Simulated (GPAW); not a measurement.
RuAu:

```xyz
2
Lattice="3.1648 0.0000 0.0000 0.0000 3.1648 0.0000 0.0000 0.0000 3.1648" Properties=species:S:1:pos:R:3 pbc="T T T"
Ru    0.0000    0.0000    0.0000
Au    1.5824    1.5824    1.5824
```

The cell was built by a generator and needn't be a form met in nature.

Program: GPAW 26.7.0. Alike in all runs: task band structure; no spin polarisation; cell as given; k mesh 8 × 8 × 8; cutoff (eV) 600; smearing fermi-dirac 0.05 eV.

Problem. Order these runs on this cell by their pressure, lowest first.
A. level PBE; potentials or basis GPAW PAW data sets (gpaw-data 1.2.1), pw
B. level AM05; potentials or basis PAW data sets generated in the run's folder for this functional, pw
C. level SCAN; potentials or basis GPAW PAW data sets (gpaw-data 1.2.1), pw
D. level revPBE; potentials or basis the program's PAW data sets (release 1.2.1) made for this functional, pw
E. level TPSS; potentials or basis GPAW PAW data sets (gpaw-data 1.2.1), pw; eigensolver davidson

Solution. B (-8.2 GPa), C (-6.0 GPa), E (-3.7 GPa), A (2.0 GPa), D (4.9 GPa).

Caveats: with this Au data set, volumes or pressures lay over 1.5 % or 2 GPa off other programs in two to four cells of ten; the PAW data sets were made with another functional, which shifts forces and pressure a little (some runs).
